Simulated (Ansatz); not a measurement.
Working through a geometry optimisation of C3H8BN, SMILES C#CC[BH2-][NH3+]

Program: Ansatz 0.2.0 through its Python package.

Notebook, run cell by cell (the value of a cell's last expression is shown):

```python
import ansatz as az
import numpy as np
```

```python
geometry_ang = [
    ("C", [3.0167, 0.091, -0.2573]),
    ("C", [1.8501, -0.1939, -0.3666]),
    ("C", [0.4327, -0.5421, -0.5011]),
    ("B", [-0.4682, 0.4286, 0.4101]),
    ("N", [-1.9552, 0.0662, 0.2714]),
    ("H", [4.0405, 0.3411, -0.1612]),
    ("H", [0.1337, -0.4397, -1.5652]),
    ("H", [0.2864, -1.5955, -0.1831]),
    ("H", [-0.1414, 0.3219, 1.5534]),
    ("H", [-0.3052, 1.5616, 0.071]),
    ("H", [-2.1118, -0.9194, 0.582]),
    ("H", [-2.5222, 0.7076, 0.8704]),
    ("H", [-2.2561, 0.1726, -0.7239]),
]
mol = az.Crystal.molecule()
for symbol, xyz in geometry_ang:
    mol = mol.atom(symbol, xyz)
```

```python
model = mol.calculation().basis(gaussian="cc-pVDZ").functional("r2SCAN")
symbols = [site.symbol for site in mol.cartesian_sites]
start = np.array([site.position_ang for site in mol.cartesian_sites], dtype=float)
def progress(event):
    if event["event"] == "relax_step":
        row = event["data"]
        print(f"step {row['step']:3d}  E = {row['lagrangian_ev']:.6f} eV  max force {row['allowed_force_max_ev_ang']:.4f} eV/A")


data = model.relax(force_tolerance=0.005).session().plan().execute(on_event=progress).report
end = np.array(data["positions_ang"])

for key in ("converged", "free_energy_ev", "reference_energy_ev", "n_frozen", "n_occupied", "n_virtual"):
    print(f"{key:22s} {data[key]}")
```

    step   1  E = -5402.809903 eV  max force 1.8312 eV/A
    step   2  E = -5403.006648 eV  max force 1.0159 eV/A
    step   3  E = -5403.047691 eV  max force 0.3057 eV/A
    step   4  E = -5403.050813 eV  max force 0.0764 eV/A
    step   5  E = -5403.051192 eV  max force 0.0336 eV/A
    step   6  E = -5403.051231 eV  max force 0.0126 eV/A
    step   7  E = -5403.051248 eV  max force 0.0054 eV/A
    step   8  E = -5403.051254 eV  max force 0.0054 eV/A
    step   9  E = -5403.051259 eV  max force 0.0033 eV/A
    converged              True
    free_energy_ev         -5403.051269396145
    reference_energy_ev    -5403.051269396145
    n_frozen               0
    n_occupied             [19, 19]
    n_virtual              [91, 91]

```python
print("final positions (A) and the move of each atom")
for symbol, xyz, old in zip(symbols, end, start):
    print(f"{symbol:2s} {xyz[0]:10.5f} {xyz[1]:10.5f} {xyz[2]:10.5f}   {np.linalg.norm(xyz - old):7.4f}")
with open("c3h8bn_opt.xyz", "w") as handle:
    handle.write(f"{len(symbols)}\nrelaxed C3H8BN\n")
    handle.writelines(f"{s:2s} {x:11.6f} {y:11.6f} {z:11.6f}\n" for s, (x, y, z) in zip(symbols, end))
```

    final positions (A) and the move of each atom
    C     3.07385    0.04296   -0.30374    0.0879
    C     1.88835   -0.22170   -0.39405    0.0547
    C     0.46616   -0.50899   -0.47715    0.0528
    B    -0.40746    0.49748    0.46102    0.1050
    N    -1.98410    0.04864    0.25990    0.0357
    H     4.11569    0.28030   -0.22038    0.1134
    H     0.15762   -0.43570   -1.54061    0.0345
    H     0.30724   -1.56812   -0.18643    0.0346
    H    -0.20318    0.35535    1.65780    0.1258
    H    -0.37596    1.66303    0.09403    0.1258
    H    -2.14715   -0.92123    0.54423    0.0518
    H    -2.60480    0.63641    0.82000    0.1201
    H    -2.28626    0.13156   -0.71473    0.0518

File `c3h8bn_opt.xyz` afterwards:
```text
13
relaxed C3H8BN
C     3.073851    0.042962   -0.303737
C     1.888352   -0.221696   -0.394049
C     0.466156   -0.508990   -0.477150
B    -0.407461    0.497477    0.461024
N    -1.984100    0.048636    0.259898
H     4.115691    0.280300   -0.220379
H     0.157615   -0.435700   -1.540615
H     0.307244   -1.568120   -0.186430
H    -0.203175    0.355354    1.657799
H    -0.375963    1.663035    0.094031
H    -2.147152   -0.921230    0.544231
H    -2.604798    0.636413    0.820003
H    -2.286261    0.131558   -0.714727
```

The settings weren't tested for convergence. The end point is the stationary point reached from this start; no frequency run checks that it is a minimum, and the basis set is modest. Finished in 29 s on 1 thread of Intel(R) Xeon(R) 6975P-C (Granite Rapids), with other jobs on the host, peak memory 0.24 GiB.

(Lines on the test bed's own set-up are left out of the output.)
